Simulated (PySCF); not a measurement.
# Cr(OH)3: quartet, from a B3LYP minimum start

The task is one start of a wider search on Cr(OH)3: the quartet, from a B3LYP minimum start. It is relaxed, tested by its Hessian and followed downhill if it is a saddle.

Computed with PySCF 2.14.0. Level: B3LYP, basis Cr def2-SVP, O def2-SVP, H def2-SVP, no relativity, density fitting.

## 1. The starting structure

7 atoms, charge 0, spin multiplicity 4.

Bond lengths: Cr1–O2 1.767 Å, Cr1–O3 1.767 Å, Cr1–O4 1.767 Å, O2–H5 0.968 Å, O3–H6 0.968 Å, O4–H7 0.968 Å. Angles: O2–Cr1–O3 119.8°, O2–Cr1–O4 119.8°, O3–Cr1–O4 119.8°, Cr1–O2–H5 122.9°, Cr1–O3–H6 122.9°, Cr1–O4–H7 122.9°.

```xyz
7
charge 0 multiplicity 4
Cr    0.0000    0.0000    0.0672
O     0.0000    1.7653   -0.0188
O     1.5288   -0.8827   -0.0188
O    -1.5288   -0.8827   -0.0188
H     0.0000    2.2512   -0.8556
H     1.9496   -1.1256   -0.8556
H    -1.9496   -1.1256   -0.8556
```

## 2. First SCF at the start

The steps below are one call of a driver around PySCF. For each, scf.py gives the equivalent set-up of the SCF; relaxations use the driver's own optimiser. After this first run the driver tries any further starts and a stability analysis.

Contents of scf.py:

```python
from pyscf import gto, scf, dft
mol = gto.M(atom='''
Cr     0.000000     0.000000     0.067190
O      0.000000     1.765310    -0.018820
O      1.528800    -0.882650    -0.018820
O     -1.528800    -0.882650    -0.018820
H     -0.000000     2.251190    -0.855600
H      1.949590    -1.125590    -0.855600
H     -1.949590    -1.125590    -0.855600''',
    basis={'Cr': 'def2-SVP', 'O': 'def2-SVP', 'H': 'def2-SVP'},
    charge=0, spin=3)
mf = dft.UKS(mol, xc='B3LYP')
mf.grids.atom_grid = (50, 194)
aux = {'Cr': 'def2-universal-JKFIT', 'O': 'def2-universal-JKFIT', 'H': 'def2-universal-JKFIT'}
mf = mf.density_fit(auxbasis=aux)
mf.conv_tol = 1e-08
mf.diis_space = 10
mf.max_cycle = 60
mf.init_guess = 'minao'
mf.verbose = 4
mf.kernel()
```

Launch:

```
$ OMP_NUM_THREADS=2 python axn.py task.json out
```

The log of the run:

```text
init E= -1271.51672412504
[... the frontier-level lines of each cycle are left out ...]
cycle= 1 E= -1271.48797596103  delta_E= 0.0287  |g|= 0.764  |ddm|= 2.34
cycle= 2 E= -1271.30726766256  delta_E= 0.181  |g|= 1.05  |ddm|= 1.39
cycle= 3 E= -1271.70701364738  delta_E= -0.4  |g|= 0.22  |ddm|= 0.844
cycle= 4 E= -1271.728408334  delta_E= -0.0214  |g|= 0.059  |ddm|= 0.19
cycle= 5 E= -1271.73046871033  delta_E= -0.00206  |g|= 0.00803  |ddm|= 0.0545
cycle= 6 E= -1271.73062220829  delta_E= -0.000153  |g|= 0.00436  |ddm|= 0.0238
cycle= 7 E= -1271.7306847519  delta_E= -6.25e-05  |g|= 0.0015  |ddm|= 0.0207
cycle= 8 E= -1271.73069526357  delta_E= -1.05e-05  |g|= 0.000629  |ddm|= 0.0101
cycle= 9 E= -1271.73069725587  delta_E= -1.99e-06  |g|= 0.000377  |ddm|= 0.00399
cycle= 10 E= -1271.73069788243  delta_E= -6.27e-07  |g|= 0.000504  |ddm|= 0.00249
cycle= 11 E= -1271.73069818691  delta_E= -3.04e-07  |g|= 9.25e-05  |ddm|= 0.00168
cycle= 12 E= -1271.73069822043  delta_E= -3.35e-08  |g|= 1.51e-05  |ddm|= 0.000865
cycle= 13 E= -1271.73069822068  delta_E= -2.49e-10  |g|= 5.08e-06  |ddm|= 4.29e-05
Extra cycle  E= -1271.73069822068  delta_E= -6.82e-12  |g|= 5.37e-06  |ddm|= 9.5e-06
converged SCF energy = -1271.73069822068  <S^2> = 3.7829517  2S+1 = 4.0164421
```

This step, with its further starts and checks, ran for 37 s (2 threads of Arm Neoverse N1, shared host).

The starts that the driver tried:

```csv
start,energy (Eh)
the minimal-basis guess,-1271.730698
a thermally smeared density,-1271.730698
a smeared PBE density,-1271.730698
```

No lower solution of this spin turned up from the other starts or in the test of internal stability.

## 3. Relaxing the quartet from the B3LYP minimum start

The program finds C3v symmetry in the start, which this walk keeps. The walk stops when the largest gradient is under 0.0003 Eh/bohr and the energy has settled too.

Changes to scf.py since step 2:

```diff
@@ -3,7 +3,7 @@
-Cr     0.000000     0.000000     0.067190
-O      0.000000     1.765310    -0.018820
-O      1.528800    -0.882650    -0.018820
-O     -1.528800    -0.882650    -0.018820
-H     -0.000000     2.251190    -0.855600
-H      1.949590    -1.125590    -0.855600
-H     -1.949590    -1.125590    -0.855600''',
+Cr    -0.000000    -0.000000     0.067191
+O      0.000000     1.765306    -0.018819
+O      1.528800    -0.882653    -0.018820
+O     -1.528800    -0.882653    -0.018820
+H      0.000000     2.251190    -0.855599
+H      1.949587    -1.125595    -0.855600
+H     -1.949587    -1.125595    -0.855600''',
@@ -19 +18,0 @@
-mf.init_guess = 'minao'
```

Energy and gradient, step by step:

```csv
step,energy (Eh),change (kJ/mol),largest symmetric gradient (Eh/bohr)
0,-1271.730698,0.00,0.00046
1,-1271.730702,-0.01,0.00006
```

The walk took 10 s.

Geometry (Å) and forces (eV/Å) at some steps:

```
step 0
Cr   0.000   0.000   0.067   0.000   0.021  -0.024
O    0.000   1.765  -0.019   0.000   0.007   0.001
O    1.529  -0.883  -0.019  -0.006  -0.015   0.009
O   -1.529  -0.883  -0.019   0.006  -0.015   0.009
H    0.000   2.251  -0.856   0.000   0.000   0.001
H    1.950  -1.126  -0.856   0.000   0.001   0.002
H   -1.950  -1.126  -0.856   0.000   0.001   0.002
step 1
Cr   0.000   0.000   0.059   0.000   0.021   0.003
O    0.000   1.766  -0.018   0.000   0.004  -0.008
O    1.529  -0.883  -0.018  -0.010  -0.013  -0.001
O   -1.529  -0.883  -0.018   0.010  -0.013  -0.001
H    0.000   2.255  -0.853   0.000   0.001   0.001
H    1.953  -1.128  -0.853   0.001   0.000   0.002
H   -1.953  -1.128  -0.853  -0.001   0.000   0.002
```

After 1 steps and 0.0 kJ/mol it ends at C3v: Cr–O 1.767 Å (×3), O–H 0.968 Å (×3); Cr–O–H 122.9° (×3), O–Cr–O 119.8° (×3).

## 4. Hessian and properties

The point is checked on the finer grid, and tightened if its gradient asks for it. The Hessian and the dipole derivatives come from central differences of analytic gradients, with steps of 0.02 bohr.

Changes to scf.py since step 3:

```diff
@@ -3,7 +3,7 @@
-Cr    -0.000000    -0.000000     0.067191
-O      0.000000     1.765306    -0.018819
-O      1.528800    -0.882653    -0.018820
-O     -1.528800    -0.882653    -0.018820
-H      0.000000     2.251190    -0.855599
-H      1.949587    -1.125595    -0.855600
-H     -1.949587    -1.125595    -0.855600''',
+Cr     0.000000    -0.000000     0.070365
+O      0.000000     1.765313    -0.015071
+O      1.528806    -0.882657    -0.015072
+O     -1.528806    -0.882657    -0.015072
+H      0.000000     2.251841    -0.851442
+H      1.950151    -1.125920    -0.851443
+H     -1.950151    -1.125920    -0.851443''',
@@ -13 +13 @@
-mf.grids.atom_grid = (50, 194)
+mf.grids.atom_grid = (75, 302)
@@ -16 +16 @@
-mf.conv_tol = 1e-08
+mf.conv_tol = 1e-10
```

This SCF starts from the last density.

Log of the central SCF (cycles and frontier levels):

```text
init E= -1271.73053620812
[... the frontier-level lines of each cycle are left out ...]
cycle= 1 E= -1271.73053620811  delta_E= 4.32e-12  |g|= 8.99e-07  |ddm|= 1.25e-06
Extra cycle  E= -1271.73053620812  delta_E= -2.96e-12  |g|= 2.73e-06  |ddm|= 2.32e-06
converged SCF energy = -1271.73053620812  <S^2> = 3.7829635  2S+1 = 4.016448
```

The whole step took 2.8 min.

Geometry: C3v; Cr–O 1.767 Å (×3), O–H 0.968 Å (×3); Cr–O–H 123.0° (×3), O–Cr–O 119.8° (×3).

Harmonic modes (main isotopes):

```csv
symmetry,ω (cm⁻¹),IR (km/mol),μ (u)
a1,160,10.4,6.74
e,194,2.5,3.43
a2,260,0.0,1.10
e,386,221,1.35
e,635,461,1.18
a1,653,49.9,1.26
a1,674,5.8,5.42
e,764,348,7.95
e,3819,189,1.07
a1,3824,78.3,1.07
```

Every mode is real; the point is a minimum.

Properties at this point:

| Quantity | Value |
| --- | --- |
| Dipole moment | 3.53 D |
| Highest occupied level | -6.90 eV |
| Lowest empty level | -1.78 eV |
| Rotational constants | 0.1986, 0.1986, 0.1022 cm⁻¹ |
| Zero-point energy | 102.7 kJ/mol |
| Principal polarisabilities | 25.9, 40.4, 40.4 bohr³ |
| Atomisation energy without zero-point energy | 2424 kJ/mol |
| Principal traceless quadrupole moments about the centre of mass | -3.09, -3.09, 6.17 D Å |
| Entropy at 298.15 K and 1 bar (electronic part: spin only) | 328.4 J/(mol K) |
| Heat capacity Cp at 298.15 K | 98.0 J/(mol K) |
| Enthalpy at 298.15 K above 0 K | 19.38 kJ/mol |
| Rotational symmetry number | 3 |
| Spin squared ⟨S²⟩ | 3.783 |

Charges (e) and bond orders:

```tsv
atom	Mulliken	Löwdin	polar tensor	spin (Mulliken)	Mayer order to Cr1
Cr1	0.87	0.35	1.64	3.12	–
O2,3,4	-0.47	-0.20	-0.82	-0.05	1.09
H5,6,7	0.19	0.08	0.28	0.01	0.03
```

Outer orbital energies (eV). α occupied: -9.85, -9.25, -9.06, -9.06, -7.86, -6.99, -6.90, -6.90; empty: -1.78, -1.78, -0.33, 2.06. β occupied: -12.80, -12.80, -9.43, -9.43, -9.07, -8.75, -8.75, -8.01; empty: -1.75, -0.86, -0.86, -0.22.

Mulliken populations on Cr1: s 6.30, p 12.51, d 4.31, f 0.01.

## 5. Summary of results

| quantity | value |
| --- | --- |
| minimum | quartet, C3v |
| geometry | Cr–O 1.767 Å (×3), O–H 0.968 Å (×3); Cr–O–H 123.0° (×3), O–Cr–O 119.8° (×3) |
| wavenumbers (cm⁻¹) | 160 (a1), 194 (e), 260 (a2), 386 (e), 635 (e), 653 (a1), 674 (a1), 764 (e), 3819 (e), 3824 (a1) |
| dipole moment | 3.53 D |
| highest occupied, lowest empty level (either spin) | -6.90, -1.78 eV |
| polar-tensor charge of Cr1 | +1.64 e |
| zero-point energy | 102.7 kJ/mol |
| entropy at 298.15 K | 328.4 J/(mol K) |
| atomisation energy (no zero-point energy) | 2424 kJ/mol |
| ⟨S²⟩ | 3.783 |

**Reading.** The B3LYP minimum start keeps its C3v symmetry and ends in a minimum. In the infrared the band at 635 cm⁻¹ (e) leads. Most of the spin sits on Cr1 (Mulliken spin 3.12, against 3 for the whole molecule). Only this shape and spin were tried, so other structures or states may lie lower. One determinant may miss the lowest occupation of an open d or f shell.

The search up to here took 3.6 min.
